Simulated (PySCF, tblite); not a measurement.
# C5H9FN2OSi: geometry, infrared bands and NMR shifts

Aim: predict the infrared bands and NMR shifts of C5H9FN2OSi (`C[Si](C)(C)c1nnc(F)o1`).

Computed with tblite 0.8.0 and PySCF 2.14.0, with density-fitted response routines of our own, on a single molecule in the gas phase. Atoms are numbered from 0 throughout.

### 1 The molecule as given

19 atoms, charge 0, multiplicity 1; geometry from: force field or distance geometry start.

Bonds of the start (Å): C0–Si1 1.85, Si1–C2 1.83, Si1–C3 1.85, Si1–C4 1.84, C4–N5 1.33, N5–N6 1.33, N6–C7 1.35, C7–F8 1.35, C7–O9 1.34, O9–C4 1.32, C0–H10 1.09, C0–H11 1.14, C0–H12 1.11, C2–H13 1.11, C2–H14 1.11, C2–H15 1.13, C3–H16 1.09, C3–H17 1.12, C3–H18 1.14.

### 2 Optimising the geometry with GFN2-xTB

What the job is given:

```
{"job": {"kind": "relax", "xc": "GFN2-xTB", "basis": "xTB"}, "charge": 0, "multiplicity": 1}
C     -1.599100    -1.636400    -0.128600
Si    -0.628200    -0.072400     0.066600
C     -1.201000     1.195300    -1.123000
C     -0.739300     0.673200     1.759500
C      1.169400    -0.326800    -0.239400
N      1.813800    -1.391100    -0.712900
N      3.115400    -1.128600    -0.791900
C      3.252100     0.138500    -0.351600
F      4.424800     0.803100    -0.269600
O      2.055300     0.630700    -0.019000
H     -1.223300    -2.478100     0.460400
H     -2.646200    -1.441900     0.278600
H     -1.728600    -1.889200    -1.203400
H     -1.998500     0.849000    -1.806100
H     -0.349200     1.548200    -1.745400
H     -1.603700     2.078800    -0.549100
H     -1.762700     0.699800     2.145000
H     -0.269500     1.685100     1.751000
H     -0.091200     0.072100     2.471500
```

On the command line:

```console
> OMP_NUM_THREADS=1 python probes_run.py task.json out
```

This one command runs all jobs of the session in turn.

Standard output:

```text
step      E/eV     max force
  0    -860.18825    3.123
  1    -860.63837    1.430
  2    -860.71201    0.678
  3    -860.74259    0.424
  4    -860.77342    0.358
  5    -860.78837    0.407
  6    -860.80619    0.275
  7    -860.81522    0.212
  8    -860.82084    0.172
  9    -860.82442    0.166
 10    -860.82762    0.139
 11    -860.82949    0.081
 12    -860.83044    0.079
 13    -860.83123    0.080
 14    -860.83223    0.089
 15    -860.83350    0.134
 16    -860.83525    0.204
 17    -860.83767    0.221
 18    -860.84046    0.156
 19    -860.84264    0.092
 20    -860.84379    0.071
 21    -860.84447    0.067
 22    -860.84507    0.070
 23    -860.84581    0.065
 24    -860.84673    0.074
 25    -860.84774    0.107
 26    -860.84862    0.099
 27    -860.84919    0.049
 28    -860.84953    0.045
 29    -860.84983    0.041
 30    -860.85021    0.064
 31    -860.85063    0.060
 32    -860.85101    0.049
 33    -860.85131    0.043
 34    -860.85156    0.035
 35    -860.85177    0.032
 36    -860.85193    0.023
 37    -860.85204    0.025
 38    -860.85216    0.036
 39    -860.85238    0.055
 40    -860.85274    0.067
 41    -860.85329    0.060
 42    -860.85396    0.059
 43    -860.85477    0.065
 44    -860.85577    0.091
 45    -860.85686    0.100
 46    -860.85767    0.063
 47    -860.85800    0.031
 48    -860.85811    0.026
 49    -860.85820    0.022
 50    -860.85831    0.027
 51    -860.85841    0.024
 52    -860.85846    0.017
 53    -860.85850    0.015
 54    -860.85853    0.013
 55    -860.85863    0.024
 56    -860.85878    0.040
 57    -860.85903    0.055
 58    -860.85933    0.053
 59    -860.85959    0.038
 60    -860.85978    0.028
 61    -860.85994    0.037
 62    -860.86013    0.049
 63    -860.86036    0.054
 64    -860.86064    0.046
 65    -860.86095    0.050
 66    -860.86132    0.048
 67    -860.86164    0.060
 68    -860.86206    0.061
 69    -860.86240    0.044
 70    -860.86273    0.041
 71    -860.86296    0.038
 72    -860.86332    0.047
 73    -860.86374    0.055
 74    -860.86416    0.071
 75    -860.86468    0.082
 76    -860.86513    0.047
 77    -860.86553    0.039
 78    -860.86571    0.041
 79    -860.86630    0.064
 80    -860.86693    0.069
 81    -860.86757    0.108
 82    -860.86861    0.085
 83    -860.86969    0.092
 84    -860.87021    0.314
 85    -860.87327    0.115
 86    -860.87515    0.067
 87    -860.87739    0.145
 88    -860.87885    0.105
 89    -860.88019    0.080
 90    -860.88052    0.068
 91    -860.88093    0.052
 92    -860.88149    0.101
 93    -860.88222    0.063
 94    -860.88297    0.038
 95    -860.88327    0.029
 96    -860.88335    0.021
 97    -860.88342    0.021
 98    -860.88353    0.023
 99    -860.88369    0.039
100    -860.88388    0.037
101    -860.88408    0.050
102    -860.88433    0.040
103    -860.88470    0.047
104    -860.88525    0.049
105    -860.88580    0.069
106    -860.88620    0.047
107    -860.88644    0.077
108    -860.88672    0.035
109    -860.88700    0.027
110    -860.88746    0.023
111    -860.88779    0.046
112    -860.88797    0.046
113    -860.88808    0.019
114    -860.88814    0.013
115    -860.88818    0.022
116    -860.88824    0.024
117    -860.88829    0.033
118    -860.88834    0.027
119    -860.88838    0.031
120    -860.88843    0.026
121    -860.88850    0.029
122    -860.88861    0.031
123    -860.88877    0.036
124    -860.88896    0.028
125    -860.88913    0.033
126    -860.88929    0.033
127    -860.88947    0.035
128    -860.88967    0.041
129    -860.88990    0.030
130    -860.89011    0.028
131    -860.89022    0.027
132    -860.89031    0.026
133    -860.89037    0.020
134    -860.89042    0.013
135    -860.89045    0.010
```

Along the way: (not every step is listed)

```
step  energy from step 0 (eV)  largest force (eV/Å)
   0                   0.0000                3.1234
   1                  -0.4501                1.4297
   2                  -0.5238                0.6778
   3                  -0.5543                0.4241
   4                  -0.5852                0.3578
   5                  -0.6001                0.4073
   6                  -0.6179                0.2752
   7                  -0.6270                0.2122
   8                  -0.6326                0.1723
  20                  -0.6555                0.0714
  32                  -0.6628                0.0487
  44                  -0.6675                0.0907
  56                  -0.6705                0.0402
  68                  -0.6738                0.0612
  80                  -0.6787                0.0695
  92                  -0.6932                0.1006
 104                  -0.6970                0.0489
 116                  -0.7000                0.0237
 128                  -0.7014                0.0410
 130                  -0.7019                0.0284
 131                  -0.7020                0.0268
 132                  -0.7021                0.0262
 133                  -0.7021                0.0202
 134                  -0.7022                0.0127
 135                  -0.7022                0.0097
```

Distances of close pairs at the start and the end, largest changes first:

```
  bond  before (Å)  after (Å)  change (Å)
Si1–C2       1.830      1.906      +0.075
 N6–C7       1.348      1.282      -0.066
Si1–C4       1.841      1.899      +0.058
C0–H11       1.140      1.086      -0.055
Si1–C3       1.853      1.906      +0.052
C3–H18       1.135      1.087      -0.048
C0–Si1       1.851      1.897      +0.046
 C7–F8       1.350      1.307      -0.044
```

The next job starts from the end point, and lists it.

### 3 Vibrational analysis with GFN2-xTB

What the job is given:

```
{"job": {"kind": "ir", "xc": "GFN2-xTB", "basis": "xTB"}, "charge": 0, "multiplicity": 1}
C     -1.578151    -1.641285    -0.078448
Si    -0.656261     0.005702     0.113653
C     -1.208231     1.324621    -1.146346
C     -0.711262     0.690292     1.891209
C      1.171189    -0.346135    -0.264585
N      1.727405    -1.465964    -0.586060
N      3.049488    -1.246224    -0.769183
C      3.215217     0.005561    -0.546123
F      4.329972     0.685371    -0.602334
O      2.094146     0.657258    -0.221643
H     -1.243893    -2.366426     0.656851
H     -2.648784    -1.510734     0.045377
H     -1.404858    -2.075236    -1.058241
H     -1.153964     0.948602    -2.164443
H     -0.583144     2.211702    -1.088860
H     -2.233176     1.635251    -0.967444
H     -1.728881     0.929585     2.184697
H     -0.121092     1.597931     1.987361
H     -0.325526    -0.030620     2.607100
```

Standard output:

```text
mode    cm-1     km/mol
  1       9.9      1.95
  2      66.3      0.90
  3      77.5      0.53
  4      80.4      0.72
  5     111.8      0.01
  6     121.1      0.03
  7     152.8      0.47
  8     155.4      1.04
  9     167.4      1.55
 10     211.3      4.04
 11     223.5     11.23
 12     340.1     18.50
 13     391.9     42.28
 14     428.3      6.42
 15     646.6     14.80
 16     682.7      0.48
 17     688.8     25.89
 18     693.2      2.29
 19     744.3     12.43
 20     756.4      4.70
 21     777.1      0.08
 22     797.1      3.63
 23     798.5      3.30
 24     856.9    212.80
 25     859.9    206.73
 26     871.1    260.16
 27     953.2     18.85
 28    1045.4     19.03
 29    1121.5      1.46
 30    1159.1     62.88
 31    1280.1    270.16
 32    1368.3     21.82
 33    1369.4     23.94
 34    1373.3      6.45
 35    1465.6      0.36
 36    1467.6      1.14
 37    1472.1      0.06
 38    1476.2      0.88
 39    1477.5      2.00
 40    1479.8      1.75
 41    1507.5     22.55
 42    1615.8    231.25
 43    3032.7      6.64
 44    3034.3     14.51
 45    3036.2     34.58
 46    3037.7      7.65
 47    3045.6      4.52
 48    3047.4      2.01
 49    3050.5     30.98
 50    3051.4     20.39
 51    3053.3     36.95
```

Which atoms move in the most intense modes:

```
cm⁻¹  km/mol                                   atoms
 392    42.3                       Si1 42 %, F8 13 %
 857   212.8            Si1 21 %, H10 19 %, H12 16 %
 860   206.7            Si1 25 %, H17 14 %, H14 14 %
 871   260.2  H11 16 %, H16 14 %, H15 13 %, Si1 12 %
1159    62.9               C4 41 %, N5 31 %, N6 16 %
1280   270.2                        C7 65 %, N6 12 %
1616   231.2                        C7 67 %, N6 27 %
3053    37.0            H12 41 %, H10 27 %, H11 12 %
```

### 4 Shielding tensors: PBE0/pcSseg-1

Settings changed since step 3:

```diff
@@ -1,2 +1,2 @@
-{"job": {"kind": "ir", "xc": "GFN2-xTB", "basis": "xTB"}, "charge": 0, "multiplicity": 1}
+{"job": {"kind": "nmr", "xc": "PBE0", "basis": "pcSseg-1"}, "charge": 0, "multiplicity": 1}
 C     -1.578151    -1.641285    -0.078448
```

Level: GIAO PBE0/pcSseg-1 NMR shielding, non-relativistic, gas phase.

Standard output:

```text
coarse grid: 16936 points
cycle   1  E = -769.0783141047  dE =  1.604e+00  |g| = 8.421e-01  |ddm| = 4.020e+00
cycle   2  E = -768.9630675307  dE =  1.152e-01  |g| = 1.155e+00  |ddm| = 1.243e+00
cycle   3  E = -769.2230005090  dE = -2.599e-01  |g| = 1.589e-01  |ddm| = 7.466e-01
cycle   4  E = -769.2267673141  dE = -3.767e-03  |g| = 8.793e-02  |ddm| = 1.578e-01
cycle   5  E = -769.2283275191  dE = -1.560e-03  |g| = 2.453e-02  |ddm| = 7.155e-02
cycle   6  E = -769.2284392401  dE = -1.117e-04  |g| = 5.035e-03  |ddm| = 1.776e-02
cycle   7  E = -769.2284445872  dE = -5.347e-06  |g| = 1.730e-03  |ddm| = 5.014e-03
final grid: 161112 points
cycle   8  E = -769.3005348341  dE = -4.006e-05  |g| = 1.251e-02  |ddm| = 3.054e-02
cycle   9  E = -769.3004793408  dE =  5.549e-05  |g| = 2.103e-02  |ddm| = 1.991e-02
cycle  10  E = -769.3005635163  dE = -8.418e-05  |g| = 3.461e-03  |ddm| = 1.405e-02
cycle  11  E = -769.3005662382  dE = -2.722e-06  |g| = 4.536e-04  |ddm| = 2.673e-03
cycle  12  E = -769.3005662709  dE = -3.268e-08  |g| = 1.747e-04  |ddm| = 3.680e-04
cycle  13  E = -769.3005662767  dE = -5.822e-09  |g| = 4.973e-05  |ddm| = 1.370e-04
cycle  14  E = -769.3005662772  dE = -4.602e-10  |g| = 1.151e-05  |ddm| = 3.947e-05
converged SCF energy = -769.3005662772

GIAO shielding tensors (ppm)
atom      isotropic    diamagn.    paramagn.     s11        s22        s33       span
  0 C      190.107     254.981     -64.874    187.570    188.416    194.334      6.765
  1 Si     357.571     882.236    -524.665    325.871    361.086    385.756     59.885
  2 C      187.752     255.094     -67.342    184.704    185.423    193.129      8.425
  3 C      187.685     255.040     -67.355    184.207    185.698    193.151      8.944
  4 C       14.134     260.297    -246.163    -81.599     40.268     83.732    165.330
  5 N     -100.590     328.776    -429.366   -347.036   -114.492    159.758    506.794
  6 N      -29.907     329.052    -358.959   -240.827    -34.479    185.586    426.413
  7 C        9.286     256.574    -247.288    -72.742     35.681     64.920    137.662
  8 F      295.928     466.701    -170.773    187.331    320.846    379.608    192.278
  9 O       17.881     404.437    -386.556    -68.252    -60.729    182.624    250.876
 10 H       31.027      31.502      -0.475     26.775     28.063     38.244     11.469
 11 H       31.501      30.288       1.212     26.863     28.888     38.751     11.889
 12 H       30.914      31.621      -0.707     26.459     28.124     38.158     11.699
 13 H       31.437      31.672      -0.234     27.200     28.788     38.324     11.123
 14 H       31.217      32.100      -0.883     26.335     29.222     38.094     11.759
 15 H       31.468      30.547       0.921     27.183     28.466     38.755     11.572
 16 H       31.456      30.507       0.950     27.159     28.493     38.717     11.558
 17 H       31.212      32.014      -0.802     26.408     29.135     38.093     11.685
 18 H       31.436      31.679      -0.244     27.203     28.779     38.324     11.121
```

Wall time 2.6 min (1 thread, shared host).

Shifts follow as δ = σ(reference) − σ, with reference shieldings (ppm) from runs at the same level and on the same kind of geometry: 1H TMS 31.72, 13C TMS 186.9, 29Si TMS 349.2, 19F CFCl3 170.9, 15N NH3 267.7, 17O H2O 336.1. The references are single molecules in the gas phase, so shifts against H2O, NH3, PH3, H3PO4 or CFCl3 are not on the usual liquid scales and can be off by tens of ppm. Atoms listed in one row are averaged.

```
                             atoms                                          environment  σ (ppm)  δ (ppm)  δ scaled to CDCl3
                                C7                     aromatic carbon bearing fluorine      9.3    177.6              171.5
                                C4  substituted aromatic carbon next to the ring oxygen     14.1    172.8              166.7
                        C0, C2, C3                           methyl carbon bonded to Si    188.5     -1.6               -3.5
H10, H11, H12, H13, H14 and 4 more             hydrogen on a methyl carbon bonded to Si    31.30     0.42               0.50
                               Si1                                silicon bonded to 4 C    357.6     -8.4                  –
                                N5                   pyridine-type nitrogen of an azole   -100.6    368.3                  –
                                N6                   pyridine-type nitrogen of an azole    -29.9    297.6                  –
                                F8                                        aryl fluorine    295.9   -125.0                  –
                                O9                                 aromatic ring oxygen     17.9    318.2                  –
```

The scaled column applies a straight-line fit of computed shieldings to shifts measured in CDCl3, and one for carbons that bear F (root-mean-square error 0.16 ppm for H, 1.9 ppm for C).

Charges from the same density, by scheme (e):

```
     atoms  Mulliken    IAO  Hirshfeld  ESP fit
C0, C2, C3     -0.62  -0.72      -0.21    -0.70
       Si1      0.98   1.08       0.42     0.76
        C4      0.05   0.00       0.02     0.35
        N5     -0.25  -0.20      -0.14    -0.30
        N6     -0.28  -0.25      -0.17    -0.46
        C7      0.63   0.56       0.21     0.82
        F8     -0.21  -0.21      -0.04    -0.21
        O9     -0.38  -0.26      -0.07    -0.38
```

Mayer bond orders: C0–Si1 1.00, Si1–C2 0.99, Si1–C3 0.99, Si1–C4 0.73, C4–N5 1.68, N5–N6 1.13, N6–C7 1.70, C7–F8 1.07, C7–O9 1.12, O9–C4 0.98.

Ring of atoms C4, N5, N6, C7, O9: NICS(0) -9.3, NICS(1) -9.4, NICS(1)zz -23.4 ppm (means of both faces).

The fields below are evaluated on a grid from the run's orbitals.

Frontier orbitals at PBE0/pcSseg-1, with the share of their density that lies nearest to each atom:

```
orbital  energy (eV)                                   lies on
   HOMO        -8.03  C4 24 %; C7 19 %; N5, N6 about 18 % each
   LUMO        -0.65                 C4 30 %; N5 20 %; C7 15 %
```

ELF in a plane through or near 9 of the atoms.

Values, 10 rows by 14 columns:
```
0.00 0.00 0.00 0.00 0.00 0.00 0.00 0.00 0.00 0.00 0.00 0.00 0.00 0.00
0.00 0.00 0.00 0.00 0.00 0.00 0.00 0.00 0.00 0.00 0.00 0.00 0.00 0.00
0.00 0.00 0.00 0.00 0.00 0.00 0.00 0.00 0.00 0.00 0.00 0.00 0.00 0.00
0.00 0.00 0.22 0.43 0.10 0.64 0.00 0.03 0.03 0.01 0.00 0.00 0.00 0.00
0.00 0.04 0.82 0.77 0.56 0.68 0.14 0.15 0.37 0.03 0.00 0.00 0.00 0.00
0.00 0.01 0.48 0.34 0.28 0.47 0.75 0.44 0.12 0.10 0.03 0.00 0.00 0.00
0.00 0.00 0.05 0.80 0.39 0.36 0.22 0.42 0.67 0.96 0.99 0.00 0.00 0.00
0.00 0.00 0.08 0.89 0.38 0.96 0.56 0.13 0.67 0.71 0.85 0.00 0.00 0.00
0.00 0.00 0.00 0.02 0.00 0.38 0.02 0.02 0.11 0.06 0.01 0.00 0.00 0.00
0.00 0.00 0.00 0.00 0.00 0.00 0.00 0.00 0.00 0.00 0.00 0.00 0.00 0.00
```
The map spans 13.9 Å across and 9.8 Å up, centred on the molecule. Atoms in the plane (x, y in Å): C0 (1.5, -1.7), Si1 (0.7, 0.0), C4 (-1.2, -0.4), N5 (-1.8, -1.5), N6 (-3.1, -1.3), C7 (-3.3, 0.0), F8 (-4.4, 0.7), O9 (-2.1, 0.7), H11 (2.6, -1.6).

On the surface of density 0.002 e/bohr³ the electrostatic potential runs, from the 1st to the 99th percentile, from -1.75 V near N6 to 1.18 V near C7.

### 5 Summary of results

```
                                                               quantity                   value
                              strongest single infrared mode (GFN2-xTB)   1280 cm⁻¹, 270 km/mol
                                           zero-point energy (GFN2-xTB)           86.8 kcal/mol
13C shifts against TMS (PBE0/pcSseg-1, means over atoms taken as alike)  177.6, 172.8, -1.6 ppm
 1H shifts against TMS (PBE0/pcSseg-1, means over atoms taken as alike)                0.42 ppm
                                29Si shifts against TMS (PBE0/pcSseg-1)                -8.4 ppm
                                 15N shifts against NH3 (PBE0/pcSseg-1)        368.3, 297.6 ppm
                               19F shifts against CFCl3 (PBE0/pcSseg-1)              -125.0 ppm
                                 17O shifts against H2O (PBE0/pcSseg-1)               318.2 ppm
                                  surface potential, 1st and 99th percentile      -1.75 V and 1.18 V
```

The optimisation took 135 steps and gained 0.702 eV; among the close pairs (by a distance rule), Si1–C2 changed most, from 1.830 to 1.906 Å. All 51 modes are real, so the xTB geometry is a minimum. The strongest single mode, at 1280 cm⁻¹, moves mainly C7. GFN2-xTB is a fitted tight-binding method: band positions and strengths are rough. Its intensities can rank the bands wrongly. At PBE0/pcSseg-1: The widest tensor belongs to N5: span 507 ppm, with a paramagnetic part of -429 ppm. NICS(1)zz of -23 ppm above the planar ring from C4 marks a diatropic (aromatic) ring current. At PBE0/pcSseg-1, counted by nearest atom on the grid, the HOMO lies on C4 24 %; C7 19 %, the LUMO on C4 30 %; N5 20 %.
